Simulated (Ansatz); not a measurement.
# F₃HNSi radical: basis-set convergence

How large a basis does F₃HNSi radical need? Two functionals are run in growing sets.

Method: one geometry, several basis sets; program: Ansatz 0.2.0, Gaussian basis.

Levels to be run: PBE0-D4/def2-SVP; ωB97M-V/def2-SVP; PBE0-D4/def2-QZVPP; ωB97M-V/def2-QZVPP; the functionals' def2-TZVPP values are taken from earlier runs.

## (1) The geometry

All runs share one geometry, relaxed beforehand with PBE0-D4 in a triple-zeta def2 set.

SMILES `[NH][Si](F)(F)F`, 6 atoms, charge 0, spin multiplicity 2.

Atoms are counted from 1 here; the program's logs count them from 0.

Bond lengths: N1–Si2 1.723 Å, N1–H6 1.021 Å, Si2–F3 1.568 Å, Si2–F4 1.573 Å, Si2–F5 1.573 Å. Angles: Si2–N1–H6 114.3°, N1–Si2–F3 109.4°, N1–Si2–F4 111.5°, N1–Si2–F5 111.4°, F3–Si2–F4 107.8°, F3–Si2–F5 107.8°, F4–Si2–F5 108.9°.

## (2) PBE0-D4 in def2-SVP

in.yaml

```yaml
crystal:
  periodic: [false, false, false]
  atoms:
    - {symbol: N, position_ang: [-0.974452, 0.604576, 0.713949]}
    - {symbol: Si, position_ang: [0.193574, -0.089645, -0.346116]}
    - {symbol: F, position_ang: [-0.087141, 0.387634, -1.812630]}
    - {symbol: F, position_ang: [0.123106, -1.661395, -0.330180]}
    - {symbol: F, position_ang: [1.652324, 0.359556, 0.035571]}
    - {symbol: H, position_ang: [-0.865311, 0.335374, 1.693207]}
basis:
  gaussian: {orbitals: def2-SVP}
magnetization: {spin_polarized: true, initial_magnetization: 1}
hamiltonian: {xc: pbe0, dispersion: d4}
output: {orbitals: {seedname: orbitals}}
```

The runs that follow: ωB97M-V in def2-SVP; PBE0-D4 in def2-QZVPP; ωB97M-V in def2-QZVPP.

Before running them: what should the planned runs give, taken together? Wanted: PBE0-D4: double and triple zeta above quadruple; ωB97M-V: double and triple zeta above quadruple.

**Answer**, as computed:

| quantity | value |
| --- | --- |
| PBE0-D4: double and triple zeta above quadruple | 16.41, 0.84 eV |
| ωB97M-V: double and triple zeta above quadruple | 16.58, 0.78 eV |

In words: PBE0-D4 gains 15.57 eV from double to triple zeta, then 0.84 eV more. Total energies overstate the basis error of differences, where much of it tends to cancel.
